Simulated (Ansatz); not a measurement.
# BePd: stiffness from strained cells, part 2 of 2

How stiff is the crystal, and how unevenly? Runs: reference run (LAPW); ions clamped (LAPW). Companion runs by PAW are cited.

Ansatz 0.2.0; DFT PBEsol. Earlier steps stand in the parts before.

## Step 3: Ions clamped, LAPW

input.yaml

```yaml
crystal:
  lattice:
    - [2.79791931744, 0.0, 0.0]
    - [0.0, 2.79791931744, 0.0]
    - [0.0, 0.0, 2.79791931744]
  atoms:
    - { symbol: Be, position: [0.0, 0.0, 0.0] }
    - { symbol: Pd, position: [0.5, 0.5, 0.5] }
kpoints:
  mp_grid: { grid: [14, 14, 14] }
scf:
  occupations: { method: fermi_dirac, width: 0.08 }
hamiltonian:
  xc: pbesol
  pseudopotentials: { kind: all_electron, lapw: { basis_error: 0.001 } }
elastic:
  mode: clamped_ion
  stencil: two_point
  amplitude: 0.005
```

Started as:

```bash
$ ansatz run input.yaml --threads 1 --pin off --max-ram 2560MiB --backend cpu --events-out ev --progress --plain --runs-dir out
```

The program printed:

```text
LAPW: plane waves up to 8.495 Å⁻¹, error target 1.0e-3 eV per atom; small_component_spin mean_spin; Be in spheres of 0.993 Å, 4 of its electrons in bands, Dirac shells []; Pd in spheres of 1.357 Å, 28 of its electrons in bands, Dirac shells [] (how accurate: hamiltonian.pseudopotentials.lapw.basis_error, Limitations)
Engine: ansatz 0.2.0
Pseudopotentials: kind: all_electron
Pseudopotential: Be, LAPW, valence charge 4, lapw/all_electron/scalar/gaussian/Be, Koelling and Harmon's equation, gaussian nucleus
Pseudopotential: Pd, LAPW, valence charge 28, lapw/all_electron/scalar/gaussian/Pd, Koelling and Harmon's equation, gaussian nucleus
Functional definition: PBEsol
  exchange = pbesol_x
  correlation = pbesol_c
Crystal: 2 atoms, lattice volume = 21.903 Å³
Basis set: ecut = 274.97762072221354 eV, 251 PW (Γ), exchange–correlation at level 2
Bands: 20, of which v1, the nominal top of the filled ones, is band 16 counted from 1 (15 counted from 0)
Symmetry: 48 space group operations
Space group: Pm-3m (ITA 221), of the structure as read, at distance tolerance 2.8e-5 Å
k-points: 120 of 2744
Non-local potential: Be, projectors of the file, none
Non-local potential: Pd, projectors of the file, none
Initial density: superposition of atomic densities (chi_scale 0.1, normalization cell, long waves kept (reshape's long-wave potential 0.00 eV rms))
Initial wavefunctions: plane waves of lowest kinetic energy (no species holds an atomic orbital)
Functional: x = pbesol(κ = 0.804, μ = 0.12345679012345678), c = pbesol(β = 0.046)
iter 1 solved again at ethr=1.08e-2 eV; its pass at ethr=1.00e-1 eV (dr2=3.45e0 eV) is discarded
SCF iter   1: F=—  HF=-137644.545772 eV  |F-HF|=—  |Δ(HF+E_count)|=         —  Δρ=1.09e-1  dr2=3.46e0  ethr=1.08e-2  ⟨swp⟩=2.0  Hψ=15381  notcnv=0
preconditioner: auto → none  [metal: Δε(μ)=0.030 eV  Ē_g=9.778 eV  σ=0.080 eV  W_gap=0.09  n_scr=6 (ndim 8)  ℏωp=27.5 eV  f_vac=0.000  D(μ)=0.59/eV (n_scr^D=0)  sad-step TF]
iter 2 solved again at ethr=8.89e-4 eV; its pass at ethr=1.08e-2 eV (dr2=2.84e-1 eV) is discarded
SCF iter   2: F=—  HF=-137642.968071 eV  |F-HF|=—  |Δ(HF+E_count)|=    1.58e0  Δρ=3.55e-2  dr2=2.84e-1  ethr=8.89e-4  ⟨swp⟩=2.0  Hψ=11764  notcnv=0
SCF iter   3: F=—  HF=-137641.274872 eV  |F-HF|=—  |Δ(HF+E_count)|=    1.69e0  Δρ=7.92e-3  dr2=1.46e-2  ethr=8.88e-4  ⟨swp⟩=2.4  Hψ=6525  notcnv=0
SCF iter   4: F=—  HF=-137641.256055 eV  |F-HF|=—  |Δ(HF+E_count)|=         —  Δρ=2.73e-3  dr2=1.41e-3  ethr=4.57e-5  ⟨swp⟩=2.0  Hψ=6664  notcnv=0
the basis was enlarged: its passes take 118.1 KiB over the memory plan, 1 of 1 planned eigensolver slots
SCF iter   5: F=—  HF=-137641.255486 eV  |F-HF|=—  |Δ(HF+E_count)|=   5.69e-4  Δρ=6.79e-4  dr2=1.55e-4  ethr=4.40e-6  ⟨swp⟩=2.0  Hψ=6634  notcnv=0
SCF iter   6: F=—  HF=-137641.255409 eV  |F-HF|=—  |Δ(HF+E_count)|=   7.71e-5  Δρ=2.00e-4  dr2=1.36e-5  ethr=4.84e-7  ⟨swp⟩=2.0  Hψ=6633  notcnv=0
SCF iter   7: F=—  HF=-137641.255404 eV  |F-HF|=—  |Δ(HF+E_count)|=   5.19e-6  Δρ=1.86e-5  dr2=1.13e-7  ethr=4.26e-8  ⟨swp⟩=2.1  Hψ=6651  notcnv=0
SCF iter   8: F=—  HF=-137641.255404 eV  |F-HF|=—  |Δ(HF+E_count)|=   6.63e-8  Δρ=2.91e-6  dr2=2.73e-9  ethr=3.52e-10  ⟨swp⟩=2.3  Hψ=6669  notcnv=0
SCF iter   9: F=—  HF=-137641.255404 eV  |F-HF|=—  |Δ(HF+E_count)|=   1.31e-9  Δρ=2.23e-7  dr2=1.54e-11  ethr=8.53e-12  ⟨swp⟩=2.2  Hψ=6672  notcnv=0
SCF iter  10: F=-137641.255404 eV  HF=-137641.255404 eV  |F-HF|=1.46e-10  |Δ(HF+E_count)|=  8.73e-11  Δρ=6.80e-9  dr2=1.02e-14  ethr=3.82e-12 (applied; sched 1.00e-12)  ⟨swp⟩=2.0  Hψ=6633  notcnv=0
SCF 1 converged in 10 iterations: F = -137641.255404 eV  dr2 = 1.02e-14
Crystal: 2 atoms, lattice volume = 21.794 Å³
Basis set: ecut = 275.89804897699787 eV, 251 PW (Γ), exchange–correlation at level 2
Symmetry: 16 space group operations
k-points: 288 of 2744
Initial density: handed on by an earlier stage of this run
Initial wavefunctions: plane waves of lowest kinetic energy (no species holds an atomic orbital; no wavefunctions were taken with the density)
iter 1 solved again at ethr=1.62e-7 eV; its pass at ethr=1.00e-1 eV (dr2=5.19e-5 eV) is discarded
SCF iter   1: F=—  HF=-137641.255074 eV  |F-HF|=—  |Δ(HF+E_count)|=         —  Δρ=4.13e-4  dr2=5.73e-5  ethr=1.62e-7  ⟨swp⟩=5.0  Hψ=47924  notcnv=0
preconditioner: auto → none  [metal: Δε(μ)=0.010 eV  Ē_g=11.014 eV  σ=0.080 eV  W_gap=0.03  n_scr=6 (ndim 8)  ℏωp=27.6 eV  f_vac=0.000  D(μ)=0.75/eV (n_scr^D=6)]
iter 2 solved again at ethr=1.11e-8 eV; its pass at ethr=1.62e-7 eV (dr2=3.57e-6 eV) is discarded
SCF iter   2: F=—  HF=-137641.255052 eV  |F-HF|=—  |Δ(HF+E_count)|=   2.20e-5  Δρ=1.12e-4  dr2=3.56e-6  ethr=1.11e-8  ⟨swp⟩=2.0  Hψ=27554  notcnv=0
SCF iter   3: F=—  HF=-137641.255052 eV  |F-HF|=—  |Δ(HF+E_count)|=   2.63e-7  Δρ=1.14e-4  dr2=3.89e-6  ethr=1.11e-8  ⟨swp⟩=2.4  Hψ=16081  notcnv=0
SCF iter   4: F=—  HF=-137641.255048 eV  |F-HF|=—  |Δ(HF+E_count)|=   4.01e-6  Δρ=1.10e-5  dr2=1.38e-8  ethr=1.11e-8  ⟨swp⟩=2.0  Hψ=15935  notcnv=0
SCF iter   5: F=—  HF=-137641.255048 eV  |F-HF|=—  |Δ(HF+E_count)|=   1.30e-8  Δρ=1.71e-6  dr2=3.44e-10  ethr=4.30e-11  ⟨swp⟩=3.0  Hψ=16946  notcnv=0
SCF iter   6: F=—  HF=-137641.255048 eV  |F-HF|=—  |Δ(HF+E_count)|=  2.62e-10  Δρ=2.22e-7  dr2=5.40e-12  ethr=3.82e-12 (applied; sched 1.08e-12)  ⟨swp⟩=2.0  Hψ=15933  notcnv=0
SCF iter   7: F=-137641.255048 eV  HF=-137641.255048 eV  |F-HF|=8.73e-11  |Δ(HF+E_count)|=  5.82e-11  Δρ=2.23e-8  dr2=5.72e-14  ethr=3.82e-12 (applied; sched 1.00e-12)  ⟨swp⟩=2.0  Hψ=15933  notcnv=0
SCF 2 converged in 7 iterations: F = -137641.255048 eV  dr2 = 5.72e-14
Crystal: 2 atoms, lattice volume = 22.013 Å³
Basis set: ecut = 274.06483089026926 eV, 251 PW (Γ), exchange–correlation at level 2
iter 1 solved again at ethr=2.22e-7 eV; its pass at ethr=1.00e-1 eV (dr2=7.10e-5 eV) is discarded
SCF iter   1: F=—  HF=-137641.255018 eV  |F-HF|=—  |Δ(HF+E_count)|=         —  Δρ=4.15e-4  dr2=5.95e-5  ethr=2.22e-7  ⟨swp⟩=4.9  Hψ=47595  notcnv=0
preconditioner: auto → none  [metal: Δε(μ)=0.012 eV  Ē_g=10.927 eV  σ=0.080 eV  W_gap=0.04  n_scr=6 (ndim 8)  ℏωp=27.4 eV  f_vac=0.000  D(μ)=0.77/eV (n_scr^D=6)]
iter 2 solved again at ethr=1.03e-8 eV; its pass at ethr=1.86e-7 eV (dr2=3.30e-6 eV) is discarded
SCF iter   2: F=—  HF=-137641.254996 eV  |F-HF|=—  |Δ(HF+E_count)|=   2.23e-5  Δρ=1.09e-4  dr2=3.29e-6  ethr=1.03e-8  ⟨swp⟩=2.0  Hψ=27556  notcnv=0
SCF iter   3: F=—  HF=-137641.254996 eV  |F-HF|=—  |Δ(HF+E_count)|=   3.12e-8  Δρ=1.17e-4  dr2=4.22e-6  ethr=1.03e-8  ⟨swp⟩=2.4  Hψ=16086  notcnv=0
SCF iter   4: F=—  HF=-137641.254992 eV  |F-HF|=—  |Δ(HF+E_count)|=   4.05e-6  Δρ=1.12e-5  dr2=1.41e-8  ethr=1.03e-8  ⟨swp⟩=2.0  Hψ=15940  notcnv=0
SCF iter   5: F=—  HF=-137641.254992 eV  |F-HF|=—  |Δ(HF+E_count)|=   1.72e-8  Δρ=1.68e-6  dr2=3.39e-10  ethr=4.42e-11  ⟨swp⟩=3.0  Hψ=16954  notcnv=0
SCF iter   6: F=—  HF=-137641.254992 eV  |F-HF|=—  |Δ(HF+E_count)|=  5.24e-10  Δρ=2.10e-7  dr2=5.17e-12  ethr=3.82e-12 (applied; sched 1.06e-12)  ⟨swp⟩=2.0  Hψ=15936  notcnv=0
SCF iter   7: F=—  HF=-137641.254992 eV  |F-HF|=—  |Δ(HF+E_count)|=  2.91e-10  Δρ=2.70e-8  dr2=7.21e-14  ethr=3.82e-12 (applied; sched 1.00e-12)  ⟨swp⟩=2.0  Hψ=15936  notcnv=0
SCF iter   8: F=-137641.254992 eV  HF=-137641.254992 eV  |F-HF|=1.46e-10  |Δ(HF+E_count)|=  1.46e-10  Δρ=2.43e-9  dr2=1.29e-15  ethr=3.82e-12 (applied; sched 1.00e-12)  ⟨swp⟩=2.0  Hψ=15936  notcnv=0
SCF 3 converged in 8 iterations: F = -137641.254992 eV  dr2 = 1.29e-15
Basis set: ecut = 274.97876646826717 eV, 251 PW (Γ), exchange–correlation at level 2
Symmetry: 8 space group operations
k-points: 456 of 2744
iter 1 solved again at ethr=3.91e-8 eV; its pass at ethr=1.00e-1 eV (dr2=1.25e-5 eV) is discarded
SCF iter   1: F=—  HF=-137641.255257 eV  |F-HF|=—  |Δ(HF+E_count)|=         —  Δρ=2.26e-4  dr2=8.91e-6  ethr=3.91e-8  ⟨swp⟩=5.5  Hψ=80158  notcnv=0
preconditioner: auto → none  [metal: Δε(μ)=0.007 eV  Ē_g=10.978 eV  σ=0.080 eV  W_gap=0.02  n_scr=6 (ndim 8)  ℏωp=27.5 eV  f_vac=0.000  D(μ)=0.77/eV (n_scr^D=6)]
SCF iter   2: F=—  HF=-137641.255255 eV  |F-HF|=—  |Δ(HF+E_count)|=   2.28e-6  Δρ=1.03e-4  dr2=1.78e-6  ethr=2.78e-8  ⟨swp⟩=2.0  Hψ=25218  notcnv=0
iter 3 solved again at ethr=2.57e-11 eV; its pass at ethr=5.55e-9 eV (dr2=8.23e-9 eV) is discarded
SCF iter   3: F=—  HF=-137641.255254 eV  |F-HF|=—  |Δ(HF+E_count)|=   4.57e-7  Δρ=6.14e-6  dr2=8.23e-9  ethr=2.57e-11  ⟨swp⟩=2.3  Hψ=43839  notcnv=0
SCF iter   4: F=—  HF=-137641.255254 eV  |F-HF|=—  |Δ(HF+E_count)|=   5.82e-9  Δρ=4.52e-6  dr2=4.91e-9  ethr=2.57e-11  ⟨swp⟩=2.3  Hψ=25414  notcnv=0
SCF iter   5: F=—  HF=-137641.255254 eV  |F-HF|=—  |Δ(HF+E_count)|=   4.60e-9  Δρ=1.89e-6  dr2=7.92e-10  ethr=1.53e-11  ⟨swp⟩=2.0  Hψ=25218  notcnv=0
SCF iter   6: F=—  HF=-137641.255254 eV  |F-HF|=—  |Δ(HF+E_count)|=  8.44e-10  Δρ=4.23e-7  dr2=3.84e-11  ethr=3.82e-12 (applied; sched 2.48e-12)  ⟨swp⟩=2.0  Hψ=25218  notcnv=0
SCF iter   7: F=—  HF=-137641.255254 eV  |F-HF|=—  |Δ(HF+E_count)|=  2.04e-10  Δρ=4.98e-8  dr2=5.11e-13  ethr=3.82e-12 (applied; sched 1.00e-12)  ⟨swp⟩=2.0  Hψ=25218  notcnv=0
SCF iter   8: F=-137641.255254 eV  HF=-137641.255254 eV  |F-HF|=2.91e-11  |Δ(HF+E_count)|=  2.33e-10  Δρ=3.34e-9  dr2=1.73e-15  ethr=3.82e-12 (applied; sched 1.00e-12)  ⟨swp⟩=2.0  Hψ=25218  notcnv=0
SCF 4 converged in 8 iterations: F = -137641.255254 eV  dr2 = 1.73e-15
iter 1 solved again at ethr=3.43e-8 eV; its pass at ethr=1.00e-1 eV (dr2=1.10e-5 eV) is discarded
SCF iter   1: F=—  HF=-137641.255257 eV  |F-HF|=—  |Δ(HF+E_count)|=         —  Δρ=2.26e-4  dr2=8.91e-6  ethr=3.43e-8  ⟨swp⟩=5.6  Hψ=80419  notcnv=0
SCF iter   2: F=—  HF=-137641.255255 eV  |F-HF|=—  |Δ(HF+E_count)|=   2.28e-6  Δρ=1.03e-4  dr2=1.78e-6  ethr=2.78e-8  ⟨swp⟩=2.0  Hψ=25218  notcnv=0
iter 3 solved again at ethr=2.56e-11 eV; its pass at ethr=5.55e-9 eV (dr2=8.20e-9 eV) is discarded
SCF iter   3: F=—  HF=-137641.255254 eV  |F-HF|=—  |Δ(HF+E_count)|=   4.57e-7  Δρ=6.12e-6  dr2=8.18e-9  ethr=2.56e-11  ⟨swp⟩=2.3  Hψ=43854  notcnv=0
SCF iter   4: F=—  HF=-137641.255254 eV  |F-HF|=—  |Δ(HF+E_count)|=   5.59e-9  Δρ=4.53e-6  dr2=4.93e-9  ethr=2.56e-11  ⟨swp⟩=2.3  Hψ=25420  notcnv=0
SCF iter   5: F=—  HF=-137641.255254 eV  |F-HF|=—  |Δ(HF+E_count)|=   4.69e-9  Δρ=1.89e-6  dr2=7.96e-10  ethr=1.54e-11  ⟨swp⟩=2.0  Hψ=25218  notcnv=0
SCF iter   6: F=—  HF=-137641.255254 eV  |F-HF|=—  |Δ(HF+E_count)|=  7.86e-10  Δρ=4.23e-7  dr2=3.85e-11  ethr=3.82e-12 (applied; sched 2.49e-12)  ⟨swp⟩=2.0  Hψ=25218  notcnv=0
SCF iter   7: F=—  HF=-137641.255254 eV  |F-HF|=—  |Δ(HF+E_count)|=  8.73e-11  Δρ=4.99e-8  dr2=5.11e-13  ethr=3.82e-12 (applied; sched 1.00e-12)  ⟨swp⟩=2.0  Hψ=25218  notcnv=0
SCF iter   8: F=-137641.255254 eV  HF=-137641.255254 eV  |F-HF|=1.75e-10  |Δ(HF+E_count)|=  2.91e-11  Δρ=3.35e-9  dr2=1.74e-15  ethr=3.82e-12 (applied; sched 1.00e-12)  ⟨swp⟩=2.0  Hψ=25218  notcnv=0
SCF 5 converged in 8 iterations: F = -137641.255254 eV  dr2 = 1.74e-15
SCF converged after 10 iterations
Free energy (F): -137641.255404 eV
Harris-Foulkes:  -137641.255404 eV  (|F-HF|=1.46e-10)
Internal energy: -137641.239794 eV  (E = F + TS)
E sigma→0 (E₀):  -137641.247599 eV
Entropy (-TS):   -0.015609 eV (-7.805 meV/atom)
Fermi energy:    18.471209 eV
--- Per-component energies (eV) ---
  E_band       = -3395.269141
  E_kinetic    = 143614.090211
  E_xc         = -3932.818278
  E_electrostatic = -277322.511727  (all electrons and nuclei)
  E_smearing   = -0.015609  (= −TS)
  E_closure    = 0.000000  (closes the sum)
  E_atoms      = -137631.570172  (free atoms, spherical and without spin; not in F)
  Σ components = -137641.255404   (vs F -137641.255404, Δ=0.00e0)
  Basis errors (estimates in eV, not in F): energy 1.8e-4 per atom: plane waves 1.4e-4 (7.3e-5 summed), levels above the bands 6.2e-40, relativity 1.3e-8, radial functions 4.3e-5, core shells 8.6e-8; eigenvalues (radial functions only) 2.8e-6; not estimated: angular momenta, meshes, grids; target (lapw.basis_error) 1.0e-3; muffin-tin radii Be 0.993 Å, Pd 1.357 Å
--- Forces (eV/Å), atoms counted from 1 ---
  atom   1  Be    -0.00000000    -0.00000000     0.00000000
  atom   2  Pd     0.00000000    -0.00000000    -0.00000000
  max |Σ_I F_I| component: 1.34e-30 eV/Å
--- Stress (GPa, compression-positive) ---
       -0.054641       0.000000      -0.000000
        0.000000      -0.054641       0.000000
       -0.000000       0.000000      -0.054641
  P = ⅓ Tr σ = -0.0546 GPa (-0.546 kbar)
--- Band table (eV; the first three rows and the last of 120) ---
  k-point 0: bands = ["-307.2849", "-307.2849", "-307.2698", "-307.2698", "-307.2698", "-81.2774", "-66.9240", "-32.5833", "-32.5833", "-32.5833", "8.6552", "12.7410", "12.7410", "16.1114", "16.1114", "16.1114", "23.8661", "23.8661", "23.8661", "32.8453"]
  k-point 1: bands = ["-307.2849", "-307.2849", "-307.2698", "-307.2698", "-307.2698", "-81.2774", "-66.9232", "-32.5929", "-32.5825", "-32.5825", "8.7549", "12.7641", "12.7939", "16.0096", "16.0096", "16.1185", "23.4828", "24.0584", "24.0584", "32.6670"]
  k-point 2: bands = ["-307.2849", "-307.2849", "-307.2698", "-307.2698", "-307.2698", "-81.2773", "-66.9211", "-32.6197", "-32.5802", "-32.5802", "9.0442", "12.8296", "12.9442", "15.7427", "15.7427", "16.1386", "22.5417", "24.5970", "24.5970", "32.1889"]
  k-point 119: bands = ["-307.2849", "-307.2849", "-307.2698", "-307.2698", "-307.2698", "-81.2761", "-66.8794", "-32.7334", "-32.7334", "-32.7334", "11.9360", "11.9360", "11.9360", "17.2522", "17.2522", "23.2851", "24.0754", "24.0754", "24.0754", "25.3030"]
--- Elastic constants: 2 strain directions × 2 members + reference (group order 48) ---
  dense FFT box of the reference and of every strained cell: 16×16×16
  strains applied: 11, 23; error gains: componentwise 1.00 (the most a stress slope's error grows in a printed constant), spectral 1.73 (1 for all six strains in a standard setting)
  C = ∂σ_k/∂η_j (tension-positive GPa; Voigt order 11 22 33 23 13 12):
       225.008    174.065    174.065     -0.000     -0.000     -0.000
       174.065    225.008    174.065     -0.000     -0.000     -0.000
       174.065    174.065    225.008     -0.000     -0.000     -0.000
        -0.000     -0.000      0.000     87.451     -0.000      0.000
         0.000      0.000     -0.000      0.000     87.451      0.000
        -0.000      0.000      0.000      0.000     -0.000     87.451
  reference stress σ⁰ (GPa):      0.055      0.055      0.055      0.000      0.000     -0.000
  no Pulay correction (none for the plane-wave cutoff is built on LAPW): the batch's stresses and constants are at fixed plane waves
  C* (energy form; C + prestress term) asymmetry max|C*_kj − C*_jk| = 5.684e-14 GPa — a small one proves nothing (zero by symmetry where the batch's group is 432, −43m or m−3m); a large one is finite-difference/SCF noise where every solve meets its electron count
  moduli (Voigt/Reuss/Hill, GPa): K = 191.05/191.05/191.05   G = 62.66/44.32/53.49   E = 146.77   ν = 0.372
  mechanically stable: yes (min eigenvalue of sym C = 50.94 GPa)
  where every solve meets its electron count the energy-path curvature estimates C_jj along a normal strain and C_jj − ¼(σ⁰_aa + σ⁰_bb) along a shear (ab), closely only under elastic.basis: deformed
  strain η (Voigt 11):  stress-route row diagonal C_11 = 225.01 GPa, energy-path curvature d²(F+E_count)/dδ²/Ω₀ = 224.38 GPa
         δ    σ_11 (GPa)             F (eV)   n_scf  n_hpsi   n_pw
    -5.000e-3      -1.1106     -137641.2550484       7  159508    251
     5.000e-3       1.1395     -137641.2549919       8  175167    251
  strain η (Voigt 23):  stress-route row diagonal C_44 = 87.45 GPa, energy-path curvature d²(F+E_count)/dδ²/Ω₀ = 87.42 GPa
         δ    σ_23 (GPa)             F (eV)   n_scf  n_hpsi   n_pw
    -5.000e-3      -0.4373     -137641.2552542       8  280533    251
     5.000e-3       0.4373     -137641.2552542       8  280837    251
```

It took 3.5 min on 1 thread of Arm Neoverse V1, shared host; peak memory 0.98 GiB.

C in GPa (Voigt order xx, yy, zz, yz, xz, xy):

```
225.0 174.1 174.1   0.0   0.0   0.0
174.1 225.0 174.1   0.0   0.0   0.0
174.1 174.1 225.0   0.0   0.0   0.0
  0.0   0.0   0.0  87.5   0.0   0.0
  0.0   0.0   0.0   0.0  87.5   0.0
  0.0   0.0   0.0   0.0   0.0  87.5
```

## Step 4: All runs together

PAW rows come from companion runs at the same settings.

| run | C11 | C12 | C44 | K | G | E | Poisson ratio |
| --- | --- | --- | --- | --- | --- | --- | --- |
| ions relaxed, LAPW | 225.0 | 174.1 | 87.5 | 191.0 | 53.5 | 146.8 | 0.372 |
| ions clamped, LAPW | 225.0 | 174.1 | 87.5 | 191.0 | 53.5 | 146.8 | 0.372 |
| ions relaxed, PAW | 224.9 | 174.3 | 87.5 | 191.2 | 53.4 | 146.4 | 0.372 |
| ions clamped, PAW | 224.9 | 174.3 | 87.5 | 191.2 | 53.4 | 146.5 | 0.372 |

Constants and moduli in GPa; K, G and E are Hill averages.

## Step 5: Summary of results

The summary covers parts 1 to 2.

| quantity | value |
| --- | --- |
| C11 (LAPW) | 225 GPa |
| C12 (LAPW) | 174 GPa |
| C44 (LAPW) | 87 GPa |
| bulk, shear and Young's modulus | 191, 53, 147 GPa |
| Debye temperature from sound speeds | 366 K |
| universal anisotropy index | 2.07 |

What this shows: All eigenvalues are positive, so the crystal is mechanically stable; by LAPW K = 191 and G = 53 GPa, K/G = 3.57, on the ductile side of Pugh's rough line at 1.75, which was drawn for metals. Young's modulus runs from 73 to 228 GPa with direction. PAW's constants lie within 0.2 GPa of LAPW's. Clamping the ions changes no constant by more than 1 GPa. Cautions: responses of metals move with mesh and smearing.
